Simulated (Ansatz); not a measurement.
# CH₃F₃OSn: up Jacob's ladder to CCSD(T)

Aim: compute CH₃F₃OSn with functionals from several rungs and with coupled cluster, and see how far each lands from CCSD(T) at the basis-set limit for the atomisation energy.

Program: Ansatz 0.2.0, Gaussian basis. Level of theory: functionals in def2-TZVPP, the program's frozen cores in correlated methods. These are calculated values, not measurements.

The runs, in order: LDA (SPW92), PBE-D4, revPBE-D4, BLYP-D4, r2SCAN-D4, B97M-V, PBE0-D4, B3LYP-D4, r2SCANh-D4, r2SCAN0-D4, HSE06-D4, BHLYP-D4, CAM-B3LYP-D4, LC-ωPBE, ωB97X-V, ωB97M-V, B2PLYP, PBE-QIDH; CCSD(T)/def2-SVP; CCSD(T)/def2-TZVPP; MP2/def2-QZVPP; extrapolation to the limit; RPA on PBE.

### 1 The relaxed structure

The geometry comes from an earlier relaxation with PBE0-D4 in a triple-zeta def2 set; it is a stationary point, not always the lowest conformer. Sn takes the def2 core potential; no spin-orbit term is included.

SMILES `C[O][Sn]([F])([F])[F]`, 9 atoms, charge 0, spin multiplicity 1.

Atoms are counted from 1 here; the program's logs count them from 0.

Bond lengths: C1–O2 1.423 Å, C1–H7 1.091 Å, C1–H8 1.094 Å, C1–H9 1.094 Å, O2–Sn3 1.916 Å, Sn3–F4 1.890 Å, Sn3–F5 1.881 Å, Sn3–F6 1.890 Å. Angles: O2–C1–H7 106.5°, O2–C1–H8 111.9°, O2–C1–H9 112.0°, H7–C1–H8 108.6°, H7–C1–H9 108.5°, H8–C1–H9 109.3°, C1–O2–Sn3 120.8°, O2–Sn3–F4 112.5°, O2–Sn3–F5 109.6°, O2–Sn3–F6 112.3°, F4–Sn3–F5 108.0°, F4–Sn3–F6 106.2°, F5–Sn3–F6 108.2°.

### 2 LDA

This LDA is Slater exchange with PW92 correlation.

Input file in.yaml:

```yaml
crystal:
  periodic: [false, false, false]
  atoms:
    - {symbol: C, position_ang: [0.216340, -1.221350, 0.899990]}
    - {symbol: O, position_ang: [0.900371, -0.305681, 0.051922]}
    - {symbol: Sn, position_ang: [-0.048344, 1.096879, -0.845566]}
    - {symbol: F, position_ang: [-1.359875, 0.435373, -2.034756]}
    - {symbol: F, position_ang: [1.161823, 2.141728, -1.836859]}
    - {symbol: F, position_ang: [-0.957336, 2.232412, 0.361534]}
    - {symbol: H, position_ang: [0.972945, -1.899967, 1.296885]}
    - {symbol: H, position_ang: [-0.525421, -1.809426, 0.351336]}
    - {symbol: H, position_ang: [-0.272002, -0.716070, 1.738615]}
basis:
  gaussian: {orbitals: def2-TZVPP}
hamiltonian: {xc: lda}
output: {orbitals: {seedname: orbitals}}
```

Further steps of the session: PBE-D4 (GGA); revPBE-D4 (GGA); BLYP-D4 (GGA); r2SCAN-D4 (meta-GGA); B97M-V (meta-GGA); PBE0-D4 (hybrid); B3LYP-D4 (hybrid); r2SCANh-D4 (hybrid); r2SCAN0-D4 (hybrid); HSE06-D4 (hybrid); BHLYP-D4 (hybrid); CAM-B3LYP-D4 (range-separated); LC-ωPBE-D4 (range-separated); ωB97X-V (range-separated); ωB97M-V (range-separated); B2PLYP (double hybrid); PBE-QIDH (double hybrid); CCSD(T) in def2-SVP; CCSD(T) in def2-TZVPP; MP2 in def2-QZVPP; RPA on PBE orbitals.

Before running them: what should the planned runs give, taken together? Wanted: atomisation energy, CCSD(T)/CBS; farthest beyond LDA; mean size of error, GGA; mean size of error, meta-GGA; mean size of error, hybrid; mean size of error, range-separated; mean size of error, double hybrid; gap, smallest and largest; T1 diagnostic.

As calculated:

| quantity | value |
| --- | --- |
| atomisation energy, CCSD(T)/CBS | 3298.1 kJ/mol |
| functionals within 33.0 kJ/mol (1.0 %) | BLYP-D4, r2SCAN-D4, B97M-V, CAM-B3LYP-D4, ωB97X-V |
| farthest beyond LDA | BHLYP-D4 (-235.8 kJ/mol) |
| mean size of error, GGA | 47.4 kJ/mol |
| mean size of error, meta-GGA | 25.5 kJ/mol |
| mean size of error, hybrid | 117.0 kJ/mol |
| mean size of error, range-separated | 34.0 kJ/mol |
| mean size of error, double hybrid | 91.3 kJ/mol |
| gap, smallest and largest | 3.40 eV (LDA (SPW92)), 11.57 eV (LC-ωPBE) |
| T1 diagnostic | 0.0149 |
| triples share of the correlation energy | 3.1 % |

The LDA atomisation energy is off by 532.9 kJ/mol (16 %): it overbinds. PBE-D4 misses by +48.7 kJ/mol. Double hybrids carry the basis error of their MP2 part in triple zeta, and no dispersion term here, so their miss is partly the set-up's. By mean error the best rung here is meta-GGA (25.5 kJ/mol) and the worst beyond LDA is hybrid (117.0 kJ/mol). The gap between the best rungs is small, so their order is not settled. The mean of the hybrids holds BHLYP, with half exact exchange. Misses under about 33.0 kJ/mol are within the doubt on the reference itself, which lacks core-valence correlation, spin-orbit coupling and higher excitations, and its outer-core shells are covered unevenly. All levels share the lack of spin-orbit coupling, which lowers the free heavy atoms and so the true binding. Hartree-Fock recovers 67 % of the binding; the rest is correlation. CCSD(T) in def2-SVP is off by -287.4 kJ/mol, worse than the median functional, from the basis alone. The gap grows from 3.4 to 11.6 eV across the functionals, mostly with the share of exact exchange. Correlated methods include outer-core shells of Sn, which these sets cover unevenly.
